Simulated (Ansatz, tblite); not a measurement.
# 57-crown-19 (C38H76O19): rung by rung

One table from this session's results is given with a row withheld; the runs are named, their logs left out.

Computed with Ansatz 0.2.0, Gaussian basis. Level: as each input shows.

Plan: GFN1-xTB, GFN2-xTB, PBE-D4/def2-TZVP, r2SCAN-D4/def2-TZVP, BLYP-D4/def2-TZVP, PBE-D4/def2-SVP, PBE0-D4/def2-SVP, HF/STO-3G, HF/6-31G, B3LYP-D4/6-31G, MP2/def2-SVP.

1 further run of the same task is left out (set aside as unsound or not needed).

**The geometry**

The geometry is that of the singlet, from an earlier relaxation (r2SCAN-D4/def2-SVP).

SMILES `C1COCCOCCOCCOCCOCCOCCOCCOCCOCCOCCOCCOCCOCCOCCOCCOCCOCCOCCO1`, 133 atoms, charge 0, spin multiplicity 1.

Bond lengths: C1–C2 1.529 Å, C1–O57 1.404 Å, C1–H58 1.113 Å, C1–H59 1.102 Å, C2–O3 1.405 Å, C2–H60 1.102 Å, C2–H61 1.113 Å, O3–C4 1.408 Å, C4–C5 1.515 Å, C4–H62 1.111 Å, C4–H63 1.107 Å, C5–O6 1.409 Å, C5–H64 1.109 Å, C5–H65 1.110 Å, O6–C7 1.407 Å, C7–C8 1.530 Å, C7–H66 1.102 Å, C7–H67 1.111 Å and more. Angles: C2–C1–O57 114.0°, C2–C1–H58 107.8°, C2–C1–H59 110.6°, O57–C1–H58 111.5°, O57–C1–H59 105.6°, H58–C1–H59 107.2°, C1–C2–O3 114.0°, C1–C2–H60 110.6°, C1–C2–H61 108.0°, O3–C2–H60 105.5°, O3–C2–H61 111.4°, H60–C2–H61 107.2°, C2–O3–C4 114.8°, O3–C4–C5 107.2°, O3–C4–H62 111.4°, O3–C4–H63 111.8°, C5–C4–H62 109.4°, C5–C4–H63 109.2° and more.

PBE0-D4/def2-TZVP was run before; its log isn't repeated, and its numbers join the tables.

The first run:

Tight binding, by tblite at 300 K electronic temperature and without a spin-polarisation term:

```python
tblite.interface.Calculator('GFN1-xTB', numbers, positions, charge=0, uhf=0).singlepoint()
```

Tight binding, by tblite at 300 K electronic temperature and without a spin-polarisation term:

```python
tblite.interface.Calculator('GFN2-xTB', numbers, positions, charge=0, uhf=0).singlepoint()
```

start.molden holds the orbitals of an earlier run on this state, given as this run's starting guess.

in.yaml

```yaml
crystal:
  periodic: [false, false, false]
  atoms:
    - {symbol: C, position_ang: [1.634280, 10.753095, 0.767308]}
    - {symbol: C, position_ang: [0.201550, 10.827817, 1.294602]}
    - {symbol: O, position_ang: [-0.588031, 9.714402, 0.961849]}
    - {symbol: C, position_ang: [-0.705245, 9.463901, -0.418618]}
    - {symbol: C, position_ang: [-1.833105, 8.469142, -0.598095]}
    - {symbol: O, position_ang: [-1.894372, 8.132227, -1.965017]}
    - {symbol: C, position_ang: [-3.141722, 7.646058, -2.398720]}
    - {symbol: C, position_ang: [-3.447705, 6.237540, -1.885869]}
    - {symbol: O, position_ang: [-4.638076, 5.729159, -2.442140]}
    - {symbol: C, position_ang: [-5.814610, 6.149848, -1.791291]}
    - {symbol: C, position_ang: [-6.991858, 5.429886, -2.397353]}
    - {symbol: O, position_ang: [-6.957845, 4.079524, -2.018063]}
    - {symbol: C, position_ang: [-7.942946, 3.309126, -2.654475]}
    - {symbol: C, position_ang: [-7.947927, 1.922028, -2.063687]}
    - {symbol: O, position_ang: [-8.488099, 1.985344, -0.762948]}
    - {symbol: C, position_ang: [-8.218782, 0.864954, 0.044644]}
    - {symbol: C, position_ang: [-9.070811, -0.346844, -0.338197]}
    - {symbol: O, position_ang: [-8.963415, -1.404094, 0.586097]}
    - {symbol: C, position_ang: [-7.746086, -2.109868, 0.535834]}
    - {symbol: C, position_ang: [-7.949520, -3.424004, 1.260175]}
    - {symbol: O, position_ang: [-6.714102, -4.091463, 1.284531]}
    - {symbol: C, position_ang: [-6.775700, -5.365488, 1.871847]}
    - {symbol: C, position_ang: [-5.374781, -5.939582, 1.858451]}
    - {symbol: O, position_ang: [-5.446238, -7.257718, 2.349254]}
    - {symbol: C, position_ang: [-4.202394, -7.817423, 2.701957]}
    - {symbol: C, position_ang: [-3.347991, -8.146116, 1.478256]}
    - {symbol: O, position_ang: [-2.158759, -8.840085, 1.802924]}
    - {symbol: C, position_ang: [-1.190721, -8.127422, 2.540503]}
    - {symbol: C, position_ang: [-0.883828, -6.727157, 2.014209]}
    - {symbol: O, position_ang: [-0.735806, -6.641930, 0.614290]}
    - {symbol: C, position_ang: [0.179274, -7.538315, 0.014755]}
    - {symbol: C, position_ang: [1.628921, -7.241872, 0.398864]}
    - {symbol: O, position_ang: [2.551119, -8.034162, -0.310386]}
    - {symbol: C, position_ang: [2.688368, -7.696978, -1.672609]}
    - {symbol: C, position_ang: [4.044093, -8.182529, -2.141033]}
    - {symbol: O, position_ang: [4.155731, -7.818281, -3.492692]}
    - {symbol: C, position_ang: [5.330257, -8.235241, -4.140457]}
    - {symbol: C, position_ang: [6.612295, -7.796832, -3.453164]}
    - {symbol: O, position_ang: [6.528247, -6.422245, -3.180315]}
    - {symbol: C, position_ang: [7.667188, -5.902081, -2.542400]}
    - {symbol: C, position_ang: [7.317809, -4.513699, -2.047504]}
    - {symbol: O, position_ang: [8.493979, -3.927466, -1.537356]}
    - {symbol: C, position_ang: [8.282105, -2.933703, -0.566588]}
    - {symbol: C, position_ang: [7.639629, -1.672437, -1.126760]}
    - {symbol: O, position_ang: [7.566569, -0.745036, -0.073644]}
    - {symbol: C, position_ang: [6.849729, 0.419375, -0.396269]}
    - {symbol: C, position_ang: [6.875709, 1.321785, 0.818483]}
    - {symbol: O, position_ang: [6.072917, 2.441316, 0.544874]}
    - {symbol: C, position_ang: [6.062316, 3.383288, 1.586647]}
    - {symbol: C, position_ang: [5.060758, 4.467896, 1.214581]}
    - {symbol: O, position_ang: [5.090555, 5.562216, 2.098223]}
    - {symbol: C, position_ang: [4.542555, 5.315154, 3.375501]}
    - {symbol: C, position_ang: [4.313603, 6.638459, 4.080024]}
    - {symbol: O, position_ang: [3.188430, 7.351761, 3.638154]}
    - {symbol: C, position_ang: [3.275148, 7.902845, 2.339639]}
    - {symbol: C, position_ang: [2.294982, 9.055560, 2.281622]}
    - {symbol: O, position_ang: [2.242781, 9.500714, 0.945487]}
    - {symbol: H, position_ang: [2.219591, 11.564810, 1.255175]}
    - {symbol: H, position_ang: [1.658239, 10.942036, -0.318210]}
    - {symbol: H, position_ang: [0.196233, 10.873418, 2.395451]}
    - {symbol: H, position_ang: [-0.252118, 11.773984, 0.923360]}
    - {symbol: H, position_ang: [-0.940039, 10.392592, -0.981121]}
    - {symbol: H, position_ang: [0.226458, 9.038679, -0.839131]}
    - {symbol: H, position_ang: [-1.636464, 7.588050, 0.045254]}
    - {symbol: H, position_ang: [-2.785797, 8.923289, -0.254139]}
    - {symbol: H, position_ang: [-3.108055, 7.616533, -3.499842]}
    - {symbol: H, position_ang: [-3.951695, 8.348257, -2.105981]}
    - {symbol: H, position_ang: [-2.628306, 5.565149, -2.190783]}
    - {symbol: H, position_ang: [-3.496748, 6.223411, -0.777364]}
    - {symbol: H, position_ang: [-5.766895, 5.917565, -0.706639]}
    - {symbol: H, position_ang: [-5.978294, 7.243040, -1.894247]}
    - {symbol: H, position_ang: [-6.946047, 5.536062, -3.502709]}
    - {symbol: H, position_ang: [-7.932428, 5.914209, -2.054849]}
    - {symbol: H, position_ang: [-7.751557, 3.243098, -3.748064]}
    - {symbol: H, position_ang: [-8.950482, 3.757970, -2.519478]}
    - {symbol: H, position_ang: [-6.907065, 1.537617, -2.037988]}
    - {symbol: H, position_ang: [-8.539224, 1.255547, -2.725723]}
    - {symbol: H, position_ang: [-8.463751, 1.148837, 1.081537]}
    - {symbol: H, position_ang: [-7.137850, 0.613882, 0.010144]}
    - {symbol: H, position_ang: [-8.811348, -0.701795, -1.358414]}
    - {symbol: H, position_ang: [-10.128979, -0.037751, -0.349384]}
    - {symbol: H, position_ang: [-7.440475, -2.307785, -0.513152]}
    - {symbol: H, position_ang: [-6.915313, -1.559838, 1.022258]}
    - {symbol: H, position_ang: [-8.325030, -3.224886, 2.286223]}
    - {symbol: H, position_ang: [-8.724924, -4.023165, 0.738184]}
    - {symbol: H, position_ang: [-7.453335, -6.040772, 1.307798]}
    - {symbol: H, position_ang: [-7.155412, -5.315977, 2.914065]}
    - {symbol: H, position_ang: [-4.984847, -5.891278, 0.822294]}
    - {symbol: H, position_ang: [-4.708966, -5.313492, 2.489929]}
    - {symbol: H, position_ang: [-4.414170, -8.747274, 3.254870]}
    - {symbol: H, position_ang: [-3.659627, -7.133632, 3.390085]}
    - {symbol: H, position_ang: [-3.120719, -7.236788, 0.891578]}
    - {symbol: H, position_ang: [-3.923235, -8.822301, 0.825693]}
    - {symbol: H, position_ang: [-1.463327, -8.028139, 3.613292]}
    - {symbol: H, position_ang: [-0.287166, -8.758671, 2.508521]}
    - {symbol: H, position_ang: [-1.709152, -6.035632, 2.252324]}
    - {symbol: H, position_ang: [0.006650, -6.348467, 2.559865]}
    - {symbol: H, position_ang: [-0.071639, -8.593510, 0.236238]}
    - {symbol: H, position_ang: [0.050462, -7.393112, -1.069547]}
    - {symbol: H, position_ang: [1.801685, -7.459486, 1.466177]}
    - {symbol: H, position_ang: [1.823046, -6.158869, 0.239711]}
    - {symbol: H, position_ang: [1.899986, -8.154558, -2.302420]}
    - {symbol: H, position_ang: [2.635566, -6.599047, -1.820525]}
    - {symbol: H, position_ang: [4.121301, -9.282450, -2.000345]}
    - {symbol: H, position_ang: [4.825077, -7.706256, -1.516514]}
    - {symbol: H, position_ang: [5.283805, -7.789560, -5.146998]}
    - {symbol: H, position_ang: [5.361973, -9.341772, -4.255785]}
    - {symbol: H, position_ang: [7.469815, -8.033349, -4.120424]}
    - {symbol: H, position_ang: [6.777192, -8.366211, -2.512358]}
    - {symbol: H, position_ang: [8.533463, -5.841924, -3.234969]}
    - {symbol: H, position_ang: [7.975967, -6.536360, -1.684680]}
    - {symbol: H, position_ang: [6.534222, -4.588985, -1.265118]}
    - {symbol: H, position_ang: [6.889725, -3.931794, -2.888836]}
    - {symbol: H, position_ang: [9.269343, -2.675322, -0.151121]}
    - {symbol: H, position_ang: [7.653577, -3.312659, 0.267505]}
    - {symbol: H, position_ang: [8.246383, -1.284097, -1.973466]}
    - {symbol: H, position_ang: [6.624945, -1.892335, -1.523571]}
    - {symbol: H, position_ang: [7.295473, 0.944307, -1.267232]}
    - {symbol: H, position_ang: [5.795581, 0.186487, -0.657741]}
    - {symbol: H, position_ang: [7.921827, 1.618030, 1.043957]}
    - {symbol: H, position_ang: [6.498412, 0.758670, 1.698658]}
    - {symbol: H, position_ang: [5.784530, 2.896426, 2.546156]}
    - {symbol: H, position_ang: [7.063867, 3.843558, 1.730084]}
    - {symbol: H, position_ang: [4.043996, 4.027361, 1.151974]}
    - {symbol: H, position_ang: [5.320756, 4.854569, 0.216580]}
    - {symbol: H, position_ang: [3.577560, 4.771644, 3.290922]}
    - {symbol: H, position_ang: [5.224158, 4.695379, 3.996214]}
    - {symbol: H, position_ang: [5.237556, 7.247628, 3.980252]}
    - {symbol: H, position_ang: [4.148036, 6.442046, 5.152050]}
    - {symbol: H, position_ang: [3.015996, 7.163632, 1.557912]}
    - {symbol: H, position_ang: [4.301828, 8.254899, 2.120815]}
    - {symbol: H, position_ang: [1.304846, 8.706615, 2.634053]}
    - {symbol: H, position_ang: [2.630924, 9.865674, 2.963839]}
basis:
  gaussian: {orbitals: def2-TZVP, fitting: {mean_field: def2-universal-jkfit}, initial_orbitals: start.molden}
hamiltonian: {xc: pbe, dispersion: d4}
scf: {omitted_lower_state_checks: [starts]}
output: {forces: true, orbitals: {seedname: orbitals}}
```

On the command line:

```console
$ ansatz run in.yaml --threads 11 --pin off --events-out ev --progress --plain --max-ram 120832MiB --backend cuda --devices 0, --max-vram 75GiB
```

Among the steps run: PBE-D4/def2-TZVP; r2SCAN-D4/def2-TZVP; BLYP-D4/def2-TZVP; PBE-D4/def2-SVP; PBE0-D4/def2-SVP; HF/STO-3G; HF/6-31G; B3LYP-D4/6-31G; MP2/def2-SVP.

One of the session's tables, all rows but one given; the rest of the session is left out.

It belongs to the step «Binding energy». 

| level | binding an atom (eV) |
| --- | --- |
| HF/STO-3G | 3.578 |
| HF/6-31G | 2.765 |
| HF/def2-SVP | 3.069 |
| PBE-D4/def2-SVP | ? |
| PBE-D4/def2-TZVP | 4.311 |
| BLYP-D4/def2-TZVP | 4.188 |
| r2SCAN-D4/def2-TZVP | 4.206 |
| B3LYP-D4/6-31G | 4.049 |
| PBE0-D4/def2-SVP | 4.282 |
| PBE0-D4/def2-TZVP | 4.223 |
| MP2/def2-SVP | 4.075 |

Q: Estimate the row for PBE-D4/def2-SVP from the others.

The run gave: binding an atom (eV): 4.371. In the column «binding an atom (eV)» it is the highest.

To keep in mind: Free atoms were run apart at each level; binding is atoms less cluster, divided by the number of atoms, without zero-point or spin-orbit terms.
